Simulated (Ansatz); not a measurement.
Task: a short molecular-dynamics run of CH3AlF2, SMILES F[CH2][AlH][F], with Ansatz's Python interface. Give the script and its output. Settings: PBE0, 6-31G basis, multiplicity 1.

```xyz
7

F    -1.4399    0.8998    0.6343
C    -0.3541    0.8381   -0.1548
Al    0.4577   -0.9391    0.1225
F    -0.3570   -2.4313   -0.2408
H    -0.6193    0.9445   -1.2417
H     0.3659    1.6543    0.1297
H     2.0078   -1.0343    0.7050
```

Script `md_ch3alf2.py`:
```python
# -*- coding: utf-8 -*-
import ansatz as az
import numpy as np

GEOMETRY = """
F    -1.43990    0.89980    0.63430
C    -0.35410    0.83810   -0.15480
Al    0.45770   -0.93910    0.12250
F    -0.35700   -2.43130   -0.24080
H    -0.61930    0.94450   -1.24170
H     0.36590    1.65430    0.12970
H     2.00780   -1.03430    0.70500
"""

system = az.Crystal.molecule()
for line in GEOMETRY.strip().splitlines():
    symbol, *xyz = line.split()
    system = system.atom(symbol, [float(v) for v in xyz])

model = (
    system.calculation()
    .basis(gaussian="6-31G")
    .functional("PBE0")
    .md("nve", timestep=0.5, steps=30, temperature=800, initial_velocities="maxwell_boltzmann", seed=23)
)
frames = []
model.session().plan().execute(on_event=lambda e: frames.append(e["data"]) if e["event"] == "md_step" else None)
print("t (fs)   E_pot (eV)      E_kin (eV)   T (K)   d(0-1) (A)")
for f in frames[::2]:
    xyz = np.array(f["positions_ang"])
    print(f"{f['time_fs']:6.2f} {f['lagrangian_ev']:14.5f} {f['e_kin_ev']:10.5f} {f['temperature_k']:8.1f} {np.linalg.norm(xyz[0] - xyz[1]):9.4f}")
kept = np.array([f["conserved_ev"] for f in frames])
print(f"conserved energy moves by at most {1000 * np.ptp(kept):.3f} meV")
```

`python md_ch3alf2.py` gives:
```text
t (fs)   E_pot (eV)      E_kin (eV)   T (K)   d(0-1) (A)
  0.00   -13105.31061    0.51704    800.0    1.3437
  1.00   -13105.26308    0.46951    726.5    1.3295
  2.00   -13105.19055    0.39751    615.1    1.3216
  3.00   -13105.12419    0.33182    513.4    1.3202
  4.00   -13105.10157    0.30928    478.5    1.3252
  5.00   -13105.12915    0.33649    520.6    1.3363
  6.00   -13105.18570    0.39268    607.6    1.3531
  7.00   -13105.24719    0.45396    702.4    1.3747
  8.00   -13105.29892    0.50567    782.4    1.4002
  9.00   -13105.33803    0.54487    843.1    1.4285
 10.00   -13105.36796    0.57482    889.4    1.4585
 11.00   -13105.38778    0.59450    919.9    1.4888
 12.00   -13105.38801    0.59461    920.0    1.5183
 13.00   -13105.35928    0.56593    875.6    1.5459
 14.00   -13105.30341    0.51030    789.6    1.5710
 15.00   -13105.23356    0.44072    681.9    1.5927
conserved energy moves by at most 1.388 meV
```

What to keep in mind:
- Total energies depend on the basis set; only differences at equal settings carry meaning.
- The trajectory is only some femtoseconds long, so its temperature is not equilibrated; where the script doesn't relax first, it starts from a rough generated geometry.
- The temperature counts the internal degrees of freedom alone.
- Timing: 43 s on 1 thread of Arm Neoverse V2, with other jobs on the host, peak memory 0.18 GiB.

(A comment or docstring line of the script was reworded after the run, the code is as it ran; lines on the test bed's own set-up are left out of the output.)
